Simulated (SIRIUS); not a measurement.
## HPbNO4 in SIRIUS: the effect of functional

The system is HPbNO4.

```
H Pb N O
1.0
     3.85404    0.14384    0.09012
    -0.25320    5.52698    0.16471
    -0.48197   -1.92720    5.72025
H Pb N O
1 1 1 4
Direct
  0.10913 0.65718 0.54463
  0.61029 0.52127 0.15100
  0.91580 0.96263 0.95867
  0.01384 0.13639 0.88084
  0.72398 0.01057 0.12858
  0.00389 0.73732 0.87043
  0.11927 0.59324 0.37651
```

The cell was built by a generator and needn't be a form met in nature.

Alike in all runs:

* Program: SIRIUS 7.12.0
* Task: single point
* Potentials or basis: PseudoDojo 0.4.1 PBE standard (scalar relativistic)
* Cutoff: 1152 eV
* Density cutoff: 4606 eV
* k mesh: 3 × 2 × 2
* Occupations: fermi-dirac, width 0.05 eV
* Spin: no spin polarisation

```csv
functional,pressure (GPa)
LDA,-3.4
PBEsol,-1.9
RPBE,1.6
revPBE,1.3
BLYP,?
PW91,0.0
AM05,-1.4
N12,-2.3
OLYP,0.2
LDA-PZ,-3.3
```

Problem. What does the run with functional BLYP give?

Solution. Pressure 2.6 GPa.

Caveats: all runs use coarse meshes; the potentials were made for another functional, which shifts forces and pressure.

Runs at the PBE level aren't shown here.
